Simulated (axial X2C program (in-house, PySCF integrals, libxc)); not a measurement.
# ClRuCl: bond lengths and stretches, held linear

The task here is to estimate one member of a computed series from the others.

Program: an in-house X2C program for linear molecules on PySCF integrals. Level of theory: all-electron X2C, two-component (2c) or spin-free, Cl dyall-av3z, Ru dyall-v3z. These are calculated values, not measurements.

All values are calculated.

2 further runs of the same task are left out: 2 set aside as unsound or not needed.

The first run:

task.json reads:

```json
{
 "zs": [
  17,
  44,
  17
 ],
 "q": 0,
 "bas": [
  "dyall-av3z",
  "dyall-v3z",
  "dyall-av3z"
 ],
 "r0": [
  2.24,
  2.24
 ],
 "symm": 1,
 "scan": [
  "PBE0",
  "HF",
  "LDA"
 ],
 "levels": [
  "PBE0",
  "HF",
  "TPSSh"
 ],
 "nst": 2
}
```

Keys: zs atomic numbers; q charge; bas basis sets; r0 starting distance in Å; symm equal bonds; scan levels of the two-bond scan (MP2 follows by itself at each HF point); levels methods; nst determinants followed.

Command:

```bash
python solin.py task.json out
```

Masses Cl 34.969, Ru 101.904, Cl 34.969 u.

Steps of the session up to this table: Scan at PBE0, 2c; Scan at HF, 2c; Scan at LDA, 2c.

One table of the session follows, with a row left open; its other results are not shown here.

| level | r(Cl–Ru) (Å) | r(Ru–Cl) (Å) | lower stretch (cm⁻¹) | upper stretch (cm⁻¹) |
| --- | --- | --- | --- | --- |
| PBE0, 2c | 2.239 | 2.239 | 352.7 | 426.6 |
| HF, 2c | 2.329 | 2.329 | 326.4 | 397.5 |
| LDA, 2c | 2.196 | 2.196 | 363.4 | 441.3 |
| MP2, 2c | 2.245 | 2.245 | 349.4 | 425.3 |
| PBE0, spin-free | 2.239 | 2.239 | 353.1 | 426.9 |
| HF, spin-free | ? | ? | ? | ? |
| LDA, spin-free | 2.195 | 2.195 | 363.8 | 441.5 |
| MP2, spin-free | 2.244 | 2.244 | 349.8 | 425.8 |

**Question.** Estimate the row for HF, spin-free.

As computed: r(Cl–Ru) (Å): 2.328; r(Ru–Cl) (Å): 2.328; lower stretch (cm⁻¹): 326.9; upper stretch (cm⁻¹): 398.0. In the column «r(Cl–Ru) (Å)» it lies between MP2, 2c (2.245) and HF, 2c (2.329).

Scans not shown above were run alike.

Limits of these values: The molecule was held linear; bending was not examined, so a bent shape may lie lower. Note: functional without a current term on a determinant with orbital currents, of the molecule or an atom.
